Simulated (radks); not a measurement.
**Polarisabilities and dispersion coefficients of P, Al⁺, Sb²⁺ and others**

Aim: static dipole polarisabilities and C6 coefficients, each species in its NIST ground configuration. After each ground state the linear response is solved; its values go to the run's result record, not to the log. Response by self-consistent Sternheimer equations with the Hartree and adiabatic LDA kernel.

Program: radks (a radial shooting solver on a logarithmic mesh, Libxc functionals) version 1. Level of theory: non-relativistic Kohn-Sham, LDA (Slater exchange, Perdew-Wang correlation), spin-polarised, spherical densities, point nucleus; open shells are filled with parallel spins first. These are calculated values, not measurements, unless marked.

## 1. What is computed

| Quantity | Value |
| --- | --- |
| species | P ([Ne] 3s2 3p3), Al⁺ ([Ne] 3s2), Sb²⁺ ([Kr] 4d10 5s2 5p1), Al ([Ne] 3s2 3p1), Li ([He] 2s1), N ([He] 2s2 2p3), O ([He] 2s2 2p4), V⁺ ([Ar] 3d4) |

## 2. P, [Ne] 3s2 3p3

Input:

```text
Z 15
configuration [Ne] 3s2 3p3
relativity non-relativistic
functional lda,pw
spin polarised
nucleus point
response adiabatic LDA kernel
```

## 3. Al⁺, [Ne] 3s2

Input:

```text
Z 13
configuration [Ne] 3s2
relativity non-relativistic
functional lda,pw
spin polarised
nucleus point
response adiabatic LDA kernel
```

## 4. Sb²⁺, [Kr] 4d10 5s2 5p1

Input:

```text
Z 51
configuration [Kr] 4d10 5s2 5p1
relativity non-relativistic
functional lda,pw
spin polarised
nucleus point
response adiabatic LDA kernel
```

## 5. Al, [Ne] 3s2 3p1

Input:

```text
Z 13
configuration [Ne] 3s2 3p1
relativity non-relativistic
functional lda,pw
spin polarised
nucleus point
response adiabatic LDA kernel
```

## 6. Li, [He] 2s1

Input:

```text
Z 3
configuration [He] 2s1
relativity non-relativistic
functional lda,pw
spin polarised
nucleus point
response adiabatic LDA kernel
```

## 7. N, [He] 2s2 2p3

Changes since step 6:

```diff
@@ -1,3 +1,3 @@
-Z 3
-configuration [He] 2s1
+Z 7
+configuration [He] 2s2 2p3
 relativity non-relativistic
```

## 8. O, [He] 2s2 2p4

Input:

```text
Z 8
configuration [He] 2s2 2p4
relativity non-relativistic
functional lda,pw
spin polarised
nucleus point
response adiabatic LDA kernel
```

## 9. V⁺, [Ar] 3d4

Input:

```text
Z 23
configuration [Ar] 3d4
relativity non-relativistic
functional lda,pw
spin polarised
nucleus point
response adiabatic LDA kernel
```

Before running it: what results should come out? Wanted: for each run, species; −ε(HOMO); α; α uncoupled; C6; C8; recommended α.

**Answer**, as computed:

| species | −ε(HOMO) (eV) | α (bohr³) | α uncoupled (bohr³) | C6 (hartree bohr⁶) | C8 (hartree bohr⁸) | recommended α (bohr³) |
| --- | --- | --- | --- | --- | --- | --- |
| P | 6.288 | 27.91 | 41.96 | 208.0 | - | 25 |
| Al⁺ | 14.890 | 23.48 | 40.45 | 117.0 | 3844 | - |
| Sb²⁺ | 20.689 | 16.52 | 29.95 | 103.7 | - | - |
| Al | 3.021 | 65.71 | 96.04 | 578.5 | - | 57.8 |
| Li | 3.165 | 143.7 | 165.6 | 1143 | 89221 | 164.113 |
| N | 8.395 | 8.192 | 10.18 | 28.01 | - | 7.4 |
| O | 7.414 | 5.995 | 7.154 | 18.13 | - | 5.3 |
| V⁺ | 10.107 | 17.58 | 21.16 | 66.73 | - | - |

**Reading.** Uncoupled leaves out the potential induced by the response; C6 and C8 are for like pairs. Li is the most polarisable and O the least, a factor 24.0 apart. For the pair Li–O the Casimir-Polder integral gives C6 = 86.79, the rule 2·Ca·Cb/(Ca·αb/αa + Cb·αa/αb) on the like-pair values 85.92. Against the recommended values (Schwerdtfeger and Nagle, 2023 table) the misses are P +12 %, Al +14 %, Li -12 %, N +11 %, O +13 %. C8 is given only where no p, d or f shell is open. For heavy and open-shell atoms this level can miss by tens of per cent.
